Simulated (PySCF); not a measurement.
**GdCl3(H2O): how tightly the ligands are held**

Aim: take one ligand of each kind off GdCl3(H2O), with both parts rigid, and scan its distance from the metal. The species was built from a template and needn't be a known compound.

Program: PySCF 2.14.0. Level of theory: PBE0, Gd lcecp-1-SVP with ECP53, Cl def2-SVP, O def2-SVP, H def2-SVP; scalar-relativistic core potentials, no spin–orbit coupling. These are calculated values, not measurements.

1 further run of the same task is left out (for a known fault of the program).

### 1 The starting structure

7 atoms, charge 0, spin multiplicity 1.

Bond lengths: Gd1–Cl2 2.516 Å, Gd1–Cl3 2.508 Å, Gd1–Cl4 2.516 Å, Gd1–O5 2.394 Å, O5–H6 0.967 Å, O5–H7 0.967 Å. Angles: Cl2–Gd1–Cl3 117.8°, Cl2–Gd1–Cl4 120.6°, Cl2–Gd1–O5 93.2°, Cl3–Gd1–Cl4 117.8°, Cl3–Gd1–O5 103.2°, Cl4–Gd1–O5 93.2°, Gd1–O5–H6 125.3°, Gd1–O5–H7 125.3°, H6–O5–H7 107.5°.

As a file:

```mol
Cl3GdH2O
  3D, bonds by distance, orders not assigned

  7  6  0  0  0  0  0  0  0  0999 V2000
   -0.0278   -0.0532    0.0532 Gd  0  0
    1.0784    1.8972    1.1940 Cl  0  0
   -1.7374   -1.3505    1.3505 Cl  0  0
    1.0784   -1.1940   -1.8972 Cl  0  0
   -1.3614    1.3528   -1.3528 O   0  0
   -1.5704    2.2802   -1.1782 H   0  0
   -1.5704    1.1782   -2.2802 H   0  0
  1  2  8  0
  1  3  8  0
  1  4  8  0
  1  5  8  0
  5  6  8  0
  5  7  8  0
M  END
```

Formal oxidation states: Gd +3. Each metal's 7 4f electrons lie in its core potential, so multiplicities, spins and levels count the valence alone. An earlier session relaxed this geometry at PBE0, Gd lcecp-1-SVP with ECP53, Cl def2-SVP, O def2-SVP, H def2-SVP (singlet, point group Cs).

### 2 Cl taken off

The ligand (atom 2) keeps its formal charge and a closed shell where it can; ligand and rest are solved at the complex's geometry, in vacuum, with the settings of the relaxation.

```
   part  charge    state   energy (Eh)
complex       0  singlet  -1492.208741
 ligand      -1  singlet   -459.928134
   rest       1  singlet  -1031.951711
```

Wall time 1.8 s (2 threads of Intel Xeon Platinum 8259CL at 2.50GHz (Skylake/Cascade Lake), shared host).

### 3 Rigid scan of Cl

Atom 2 moves along the line from atom 1; the distance is to the donor, the donors' midpoint or the ring centre. Each point starts from the density of the one before.

```
distance (Å)  energy from the relaxed point (eV)
        2.22                               0.759
        2.32                               0.295
        2.42                               0.065
        2.52                               0.000
        2.62                               0.051
        2.72                               0.181
        2.92                               0.582
        3.22                               1.320
        3.62                               2.280
        4.12                               3.265
```

Run time: 21 s. Hardware: 2 threads of Intel Xeon Platinum 8259CL at 2.50GHz (Skylake/Cascade Lake), shared host.

### 4 H2O taken off

The ligand (atoms 5, 6, 7) keeps its formal charge and a closed shell where it can; ligand and rest are solved at the complex's geometry, in vacuum, with the settings of the relaxation.

```
   part  charge    state   energy (Eh)
complex       0  singlet  -1492.208741
 ligand       0  singlet    -76.275846
   rest       0  singlet  -1415.876518
```

Wall time 1.3 s (2 threads of Intel Xeon Platinum 8259CL at 2.50GHz (Skylake/Cascade Lake), shared host).

### 5 Rigid scan of H2O

Atoms 5, 6, 7 move together along the line from atom 1; the distance is to the donor, the donors' midpoint or the ring centre. Each point starts from the density of the one before.

```
distance (Å)  energy from the relaxed point (eV)
        2.09                               0.439
        2.19                               0.165
        2.29                               0.035
        2.39                               0.000
        2.49                               0.025
        2.59                               0.087
        2.79                               0.262
        3.09                               0.540
        3.49                               0.840
        3.99                               1.088
```

Run time: 18 s. Hardware: 2 threads of Intel Xeon Platinum 8259CL at 2.50GHz (Skylake/Cascade Lake), shared host.

### 6 Outcome

| quantity | value |
| --- | --- |
| taking off Cl | 8.95 eV |
| stiffness of the Cl contact | 11.6 eV/Å² |
| taking off H2O | 1.53 eV |
| stiffness of the H2O contact | 6.0 eV/Å² |

Taking off Cl as a fragment of charge -1 costs 8.95 eV, much of it the attraction of the two charges. Near 2.52 Å the Cl contact has a stiffness of about 11.6 eV/Å², and the energy stands 3.26 eV higher at 4.12 Å. Taking off H2O as a fragment of charge +0 costs 1.53 eV. Near 2.39 Å the H2O contact has a stiffness of about 6.0 eV/Å², and the energy stands 1.09 eV higher at 3.99 Å. The free anion is solved without diffuse functions, no counterpoise correction is made, and the parts aren't relaxed; each of these makes the binding look larger. These are double-zeta-type bases without diffuse functions. Spin–orbit coupling is left out.
